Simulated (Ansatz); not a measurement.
# MgS (Niningerite): the cost of one run

Code: Ansatz 0.2.0. G0W0, plane waves. (Simulation; spin polarisation is off.)

1 further run of the same task is left out (it didn't finish).

### 1 Starting point

The cell was relaxed beforehand with r2SCAN.

Space group Fm-3m (No. 225), cubic; conventional cell a = 5.203 Å, 17.61 Å³ an atom. Mg has 6 S at 2.60 Å; S has 6 Mg at 2.60 Å.

The structure in full:

```cif
data_structure
_symmetry_space_group_name_H-M 'Fm-3m'
_symmetry_Int_Tables_number 225
_cell_length_a 5.2030
_cell_length_b 5.2030
_cell_length_c 5.2030
_cell_angle_alpha 90.000
_cell_angle_beta 90.000
_cell_angle_gamma 90.000
_cell_volume 140.85
loop_
_atom_site_label
_atom_site_type_symbol
_atom_site_symmetry_multiplicity
_atom_site_Wyckoff_symbol
_atom_site_fract_x
_atom_site_fract_y
_atom_site_fract_z
_atom_site_occupancy
Mg1 Mg 4 a 0.00000 0.00000 0.00000 1
S1 S 4 b 0.50000 0.00000 0.00000 1
```

### 2 From PBE, 60 empty bands, 80 eV

input.yaml reads:

```yaml
crystal:
  lattice:
    - [0.0, 2.6015177399, 2.6015177399]
    - [2.6015177399, 0.0, 2.6015177399]
    - [2.6015177399, 2.6015177399, 0.0]
  atoms:
    - { symbol: Mg, position: [0.0, 0.0, 0.0] }
    - { symbol: S, position: [0.5, 0.5, 0.5] }
kpoints:
  mp_grid: { grid: [4, 4, 4] }
hamiltonian:
  xc: pbe
scf:
  occupations: { method: fixed }
gw:
  n_empty_bands: 60
  ecut_chi: 80
  qp_bands: [v1, c1]
  qp_kpoints: band_edges
  screening: { model: godby_needs }
```

Run with:

```
$ ansatz run input.yaml --threads 4 --pin off --max-ram 3686MiB --backend cpu --events-out ev --progress --plain --runs-dir out
```

What time and memory should one allow on 4 threads of Arm Neoverse N1, shared host?

About 2.2 s, with a peak of 0.28 GiB.
